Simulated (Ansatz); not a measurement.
# AlAs+ (quartet): wave-function methods side by side at distance Al1–As2 = 2.041 Å, cc-pVDZ

Aim: climb from Hartree-Fock through coupled cluster and multireference methods for AlAs+ (quartet) at one geometry and basis, and see what each rung misses.

The runs use Ansatz 0.2.0, Gaussian basis; cc-pVDZ, core rule «outside noble gas», up to 19 orbitals frozen.

Plan: UHF; CCSD(T) on ROHF; CCSD(T) on UHF; BCCD(T) on ROHF; CISD; CCSDT(Q) on ROHF; CCSDT(Q) on UHF; CASSCF and MRCISD+Q, 5 electrons in 5 orbitals; CASSCF and NEVPT2, 5 electrons in 5 orbitals; Full CI.

16 further runs of the same task are left out: 2 for a known fault of the program, 13 that didn't finish, 1 set aside as unsound or not needed.

## (1) The geometry

The geometry derives from a PBE0/def2-TZVP stationary point (not a proven minimum). One bond is set to the value named and the two fragments are kept rigid. No spin-orbit coupling is included. The filled d shell of As may be among the frozen orbitals whatever the setting's name suggests; the logs give the count.

2 atoms, charge 1, spin multiplicity 4.

Atoms are counted from 1 here; the program's logs count them from 0.

Bond lengths: Al1–As2 2.041 Å.

## (2) UHF

in.yaml reads:

```yaml
crystal:
  periodic: [false, false, false]
  atoms:
    - {symbol: Al, position_ang: [0.000000, 0.000000, 0.000000]}
    - {symbol: As, position_ang: [0.000000, 0.000000, 2.041000]}
basis:
  gaussian: {orbitals: cc-pVDZ}
total_charge: 1
magnetization: {spin_polarized: true, initial_magnetization: 3}
hamiltonian: {xc: hf}
output: {orbitals: {seedname: orbitals}}
```

The run is started by

```sh
ansatz run in.yaml --threads 1 --pin off --events-out ev --progress --plain --max-ram 2393MiB
```

Further steps of the session: CCSD(T) on ROHF; CCSD(T) on UHF; BCCD(T) on ROHF; CISD; CCSDT(Q) on ROHF; CCSDT(Q) on UHF; CASSCF and MRCISD+Q, 5 electrons in 5 orbitals; CASSCF and NEVPT2, 5 electrons in 5 orbitals; Full CI.

Q: Predict the results of all the runs planned. Wanted: FCI below the RHF energy; RMP2 from FCI; UMP2 from FCI; RCCSD from FCI; RCCSD(T) from FCI; UCCSD(T) from FCI; RCCSDT(Q) from FCI; UCCSDT(Q) from FCI; NEVPT2 pair from FCI.

The runs gave:

| quantity | value |
| --- | --- |
| FCI below the RHF energy | -3.2373 eV |
| RMP2 from FCI | +772.3 meV |
| UMP2 from FCI | +775.8 meV |
| RCCSD from FCI | +144.5 meV |
| RCCSD(T) from FCI | +33.4 meV |
| UCCSD(T) from FCI | +24.2 meV |
| RCCSDT(Q) from FCI | +1.0 meV |
| UCCSDT(Q) from FCI | -8.9 meV |
| NEVPT2 pair from FCI | +738.5 meV |
| MRCISD+Q pair from FCI | +31.3 meV |
| levels within 1 kcal/mol (43 meV) | RCCSD(T), UCCSD(T), BCCD(T), RCCSDT, UCCSDT, RCCSDT(Q), UCCSDT(Q), MRCISD+Q pair |
| T1 diagnostic | 0.038 |
| effectively unpaired electrons | 3.05 |

What this shows: RCCSD(T) lands +33.4 meV from the yardstick (1.0 % of the correlation energy). UCCSDT(Q) falls below full CI: unrestricted runs freeze a spin-polarised core, another one than full CI's, and coupled cluster isn't variational. One determinant dominates. Of the multireference levels listed MRCISD+Q pair comes nearest in total energy (+31.3 meV), which doesn't show that its space is the better one. These misses are within one basis, not against nature; the frozen cores of restricted and unrestricted runs differ, which can shift their rows.
